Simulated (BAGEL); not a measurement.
**CH2BrI (bromoiodomethane): a chain of runs**

Wanted: a single-point energy (HF/ANO-RCC-MB), then the energy (NEVPT2(2,2)/ANO-RCC-MB) of CH2BrI (bromoiodomethane). 

Program for the calculation: BAGEL 1.2.2.

6 further runs of the same task are left out: 6 set aside as unsound or not needed.

## 1. The structure to begin with

CH2BrI: 5 atoms, total charge 0, spin state singlet. As SMILES, `BrCI`. The shape is that of a PBE0-D4/def2-TZVP optimisation.

Bond lengths: Br1–C2 1.920 Å, C2–I3 2.126 Å, C2–H4 1.084 Å, C2–H5 1.084 Å. Angles: Br1–C2–I3 114.5°, Br1–C2–H4 108.0°, Br1–C2–H5 108.0°, I3–C2–H4 107.3°, I3–C2–H5 107.3°, H4–C2–H5 111.8°.

## 2. A single-point energy at HF/ANO-RCC-MB (DKH2, density fitting with AutoAux) (run 1)

Input file input.json:

```json
{ "bagel" : [

{
  "title" : "molecule",
  "basis" : "ano-rcc-mb.json",
  "df_basis" : "ano-rcc-mb-autoaux.json",
  "angstrom" : "false",
  "dkh" : "true",
  "geometry" : [
    { "atom" : "Br", "xyz" : [ -3.41586894, -0.17234302,  0.67141969 ] },
    { "atom" : "C", "xyz" : [  0.05215644,  0.15420165, -0.34241837 ] },
    { "atom" : "I", "xyz" : [  2.69172589, -1.47285254,  2.21211340 ] },
    { "atom" : "H", "xyz" : [  0.48736037,  2.15088628, -0.47791174 ] },
    { "atom" : "H", "xyz" : [  0.27873460, -0.79897621, -2.14105970 ] }
  ]
},
{
  "title" : "hf"
},
{
  "title" : "print",
  "file" : "orbitals.molden",
  "orbitals" : "true"
}

]}
```

The basis set ANO-RCC-MB is read from a file made from the Basis Set Exchange's data (not shown).

Command:

```sh
$ BAGEL_NUM_THREADS=1 BAGEL input.json > input.out
```

The log of the run:

```text
* using 1 threads per process

  ===============================================================
  ===============================================================

  *** Geometry ***

  { "atom" : "Br", "xyz" : [     -3.415869,     -0.172343,      0.671420 ] },
  { "atom" : "C", "xyz" : [      0.052156,      0.154202,     -0.342418 ] },
  { "atom" : "I", "xyz" : [      2.691726,     -1.472853,      2.212113 ] },
  { "atom" : "H", "xyz" : [      0.487360,      2.150886,     -0.477912 ] },
  { "atom" : "H", "xyz" : [      0.278735,     -0.798976,     -2.141060 ] },

  Number of auxiliary basis functions:      899

  Since a DF basis is specified, we compute 2- and 3-index integrals:
    o Being stored without compression. Storage requirement is 0.019 GB

  Number of basis functions:       52
  Number of electrons      :       96

    * METHOD: MOLECULE                             1.16

  *** RHF ***

  === Nuclear Repulsion ===
   467.6483299811

      * DIIS with orbital gradients will be used.

  === RHF iteration (ano-rcc-mb.json) ===
      0      -9754.02192809          0.00920869           0.24
      1      -9754.09466156          0.00504668           0.23
      2      -9754.11600334          0.00049613           0.23
      3      -9754.11651307          0.00004965           0.23
      4      -9754.11652166          0.00001462           0.23
      5      -9754.11652251          0.00000200           0.23
      6      -9754.11652252          0.00000039           0.23
      7      -9754.11652253          0.00000011           0.23
      8      -9754.11652253          0.00000003           0.23
      9      -9754.11652253          0.00000001           0.23
    * SCF iteration converged.

    * Permanent dipole moment:
           (   -0.287579,    -0.244036,     0.468932) a.u.

    * METHOD: HF                                   3.26

    * METHOD: PRINT                                0.00

  ===============================================================
```

It took 4.8 s on 1 thread of Arm Neoverse V2, shared host; peak memory 0.16 GiB.

## 3. A single-point energy at NEVPT2(2,2)/ANO-RCC-MB (DKH2, density fitting with AutoAux) (run 2)

Input file input.json:

```json
{ "bagel": [

{
  "title": "molecule",
  "basis": "ano-rcc-mb.json",
  "df_basis": "ano-rcc-mb-autoaux.json",
  "angstrom": "false",
  "dkh": "true",
  "geometry": [
    { "atom": "Br", "xyz": [    -3.41586894,    -0.17234302,     0.67141969 ] },
    { "atom": "C", "xyz": [     0.05215644,     0.15420165,    -0.34241837 ] },
    { "atom": "I", "xyz": [     2.69172589,    -1.47285254,     2.21211340 ] },
    { "atom": "H", "xyz": [     0.48736037,     2.15088628,    -0.47791174 ] },
    { "atom": "H", "xyz": [     0.27873460,    -0.79897621,    -2.14105970 ] }
  ]
},

{ "title": "hf" },

{ "title": "casscf", "nstate": 1, "nact": 2, "nclosed": 47, "active": [39, 50], "maxiter": 200, "natocc": "true", "canonical": "true" },

{
  "title": "nevpt2",
  "nstate": 1,
  "nact": 2,
  "nclosed": 47,
  "active": [39, 50],
  "maxiter": 200,
  "natocc": "true",
  "canonical": "true",
  "ncore": 28
}

]}
```

The basis set ANO-RCC-MB is read from a file made from the Basis Set Exchange's data (not shown).

Command:

```sh
$ BAGEL_NUM_THREADS=1 BAGEL input.json > input.out
```

The log of the run:

```text
* using 1 threads per process

  ===============================================================
  ===============================================================

  *** Geometry ***

  { "atom" : "Br", "xyz" : [     -3.415869,     -0.172343,      0.671420 ] },
  { "atom" : "C", "xyz" : [      0.052156,      0.154202,     -0.342418 ] },
  { "atom" : "I", "xyz" : [      2.691726,     -1.472853,      2.212113 ] },
  { "atom" : "H", "xyz" : [      0.487360,      2.150886,     -0.477912 ] },
  { "atom" : "H", "xyz" : [      0.278735,     -0.798976,     -2.141060 ] },

  Number of auxiliary basis functions:      899

  Since a DF basis is specified, we compute 2- and 3-index integrals:
    o Being stored without compression. Storage requirement is 0.019 GB

  Number of basis functions:       52
  Number of electrons      :       96

    * METHOD: MOLECULE                             1.16

  *** RHF ***

  === Nuclear Repulsion ===
   467.6483299811

      * DIIS with orbital gradients will be used.

  === RHF iteration (ano-rcc-mb.json) ===
      0      -9754.02192809          0.00920869           0.24
      1      -9754.09466156          0.00504668           0.23
      2      -9754.11600334          0.00049613           0.23
      3      -9754.11651307          0.00004965           0.23
      4      -9754.11652166          0.00001462           0.23
      5      -9754.11652251          0.00000200           0.23
      6      -9754.11652252          0.00000039           0.23
      7      -9754.11652253          0.00000011           0.23
      8      -9754.11652253          0.00000003           0.23
      9      -9754.11652253          0.00000001           0.23
    * SCF iteration converged.

    * Permanent dipole moment:
           (   -0.287579,    -0.244036,     0.468932) a.u.

    * METHOD: HF                                   3.28

  ---------------------------
      CASSCF calculation
  ---------------------------

    ==== Active orbitals : =====
         Orbital 39
         Orbital 50
    ============================

    * nstate   :      1
    * nclosed  :     47
    * nact     :      2
    * nvirt    :      3
  === CASSCF iteration (ano-rcc-mb.json) ===

    * Using the second-order algorithm

      0  0     -9754.11739586     2.40e-04      0.08

      1  0     -9754.12093478     8.66e-04      0.84

      2  0     -9754.13401955     2.97e-03      0.84

      3  0     -9754.13540445     1.58e-04      0.89

      4  0     -9754.13540793     2.51e-05      0.87

      5  0     -9754.13540795     4.29e-06      0.92

      6  0     -9754.13540795     7.19e-07      0.89

      7  0     -9754.13540795     1.20e-07      0.86

      8  0     -9754.13540795     2.00e-08      0.81

      9  0     -9754.13540795     3.35e-09      0.75

    * Second-order optimization converged. *

     guess   0:   closed 1.                   open ..

  === FCI iteration ===

      0  0     -9754.11632665     6.65e-02      0.00
      1  0     -9754.13536857     2.42e-03      0.00
      2  0 *   -9754.13540795     6.72e-16      0.00

     * ci vector, state   0, <S^2> = 0.0000
       2.     0.9898312522
       .2    -0.1419708825

    * METHOD: CASSCF                               8.82

    * freezing 28 orbitals

  === DF-NEVPT2 calculation ===

    * 3-index integral transformation done
    * assembly done

      NEVPT2 correlation energy:   -0.0940584019      0.01

          (+0)     -0.0430568301
          (+0)'    -0.0447784758
          (+1)     -0.0028315204
          (+1)'    -0.0005699873
          (+2)     -0.0012579231
          (-1)     -0.0013355400
          (-1)'    -0.0000252370
          (-2)     -0.0002028881

      NEVPT2 total energy:       -9754.2294663552

    * METHOD: NEVPT2                               0.30

  ===============================================================
```

It took 14 s on 1 thread of Arm Neoverse V2, shared host; peak memory 0.18 GiB.

## 4. What came out

```
                                   quantity           value
         run 1, HF/ANO-RCC-MB: total energy  -9754.11652 Eh
        run 1, HF/ANO-RCC-MB: dipole moment          1.53 D
          run 1, HF/ANO-RCC-MB: HOMO energy       -10.57 eV
          run 1, HF/ANO-RCC-MB: LUMO energy         2.72 eV
        run 1, HF/ANO-RCC-MB: HOMO–LUMO gap        13.30 eV
run 2, NEVPT2(2,2)/ANO-RCC-MB: total energy  -9754.22947 Eh
```
